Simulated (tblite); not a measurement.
# C7H13FO2: the cost of one run

Computed with tblite 0.8.0 and PySCF 2.14.0, with density-fitted response routines of our own, on a single molecule, in the gas phase or a continuum. Atoms are numbered from 0 throughout.

## 1. Starting geometry

23 atoms, charge 0, multiplicity 1; geometry from: force field or distance geometry start.

Bonds of the start (Å): C0–C1 1.55, C1–O2 1.38, O2–C3 1.40, C3–O4 1.38, O4–C5 1.39, C3–C6 1.34, C6–C7 1.47, C6–C8 1.51, C8–F9 1.37, C0–H10 1.08, C0–H11 1.12, C0–H12 1.11, C1–H13 1.09, C1–H14 1.12, C5–H15 1.11, C5–H16 1.12, C5–H17 1.10, C7–H18 1.09, C7–H19 1.12, C7–H20 1.11, C8–H21 1.10, C8–H22 1.10.

## 2. Relaxing the molecule with GFN2-xTB

What the job is given:

```
{"job": {"kind": "relax", "xc": "GFN2-xTB", "basis": "xTB"}, "charge": 0, "multiplicity": 1}
C      3.297500     0.279100    -0.405500
C      1.930700     0.981100    -0.207100
O      0.988900    -0.013100    -0.373600
C     -0.402300     0.121000    -0.303600
O     -1.065200     1.331300    -0.360100
C     -1.328900     2.163300     0.728000
C     -1.112600    -0.999100    -0.143000
C     -2.581300    -0.998900    -0.034700
C     -0.438300    -2.352600    -0.053900
F     -0.848700    -3.206200    -1.041600
H      4.130100     0.855100    -0.023200
H      3.156700    -0.706400     0.100700
H      3.347600     0.127400    -1.501700
H      1.952600     1.500800     0.754000
H      1.899200     1.731600    -1.042100
H     -1.871200     3.105300     0.483400
H     -0.336400     2.484800     1.147800
H     -1.887300     1.669000     1.530700
H     -3.032300    -0.114500     0.414400
H     -2.987100    -1.220400    -1.053900
H     -2.851300    -1.879500     0.592400
H      0.630500    -2.130800    -0.179400
H     -0.595700    -2.701200     0.981900
```

Command:

```bash
$ OMP_NUM_THREADS=1 python probes_run.py task.json out
```

One launch serves the whole session: the jobs run in the order shown.

Q: Estimate the wall time and peak memory of this first job on 1 thread of Arm Neoverse V2, shared host.

About 1.6 s, with a peak of 0.18 GiB.
